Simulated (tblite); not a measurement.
# C7H11ClSi: the cost of one run

Computed with tblite 0.8.0 and PySCF 2.14.0, with density-fitted response routines of our own, on a single molecule in the gas phase. Atoms are numbered from 0 throughout.

### 1 Starting geometry

20 atoms, charge 0, multiplicity 1; geometry from: force field or distance geometry start.

Bonds of the start (Å): Cl0–C1 1.79, C1–Si2 1.88, Si2–C3 1.87, C3–C4 1.37, C4–C5 1.54, C5–C6 1.54, C6–C7 1.54, C7–C8 1.54, C4–C1 1.56, C8–C5 1.54, C1–H9 1.09, Si2–H10 1.49, Si2–H11 1.48, C3–H12 1.08, C5–H13 1.10, C6–H14 1.09, C6–H15 1.08, C7–H16 1.10, C7–H17 1.10, C8–H18 1.09, C8–H19 1.10.

### 2 Relaxing the molecule with GFN2-xTB

The job: settings as JSON, then the geometry in Å.

```
{"job": {"kind": "relax", "xc": "GFN2-xTB", "basis": "xTB"}, "charge": 0, "multiplicity": 1}
Cl     2.323200    -1.992900     1.100900
C      1.727100    -0.907600    -0.189500
Si     3.077900     0.363100    -0.507600
C      1.545800     1.332300    -0.047900
C      0.750700     0.245800     0.203200
C     -0.699500     0.173200     0.703300
C     -1.421500    -1.120400     0.267400
C     -2.656100    -0.238800     0.010100
C     -1.678900     0.925800    -0.217300
H      1.451200    -1.489600    -1.063900
H      3.440900     0.569100    -1.938000
H      4.160600     0.533700     0.483700
H      1.364400     2.394100     0.072900
H     -0.824600     0.407100     1.766900
H     -1.547700    -1.872600     1.052000
H     -1.043200    -1.606200    -0.623500
H     -3.310000    -0.114400     0.883500
H     -3.273800    -0.532000    -0.855200
H     -1.369700     1.038800    -1.257900
H     -2.021800     1.902200     0.153900
```

Run with:

```bash
> OMP_NUM_THREADS=1 python probes_run.py task.json out
```

The driver reads the jobs from task.json and runs them one after another.

**Question.** How long does this first job take on 1 thread of Arm Neoverse V1, shared host, and how much memory does it need?

About 1.7 s, with a peak of 0.18 GiB.
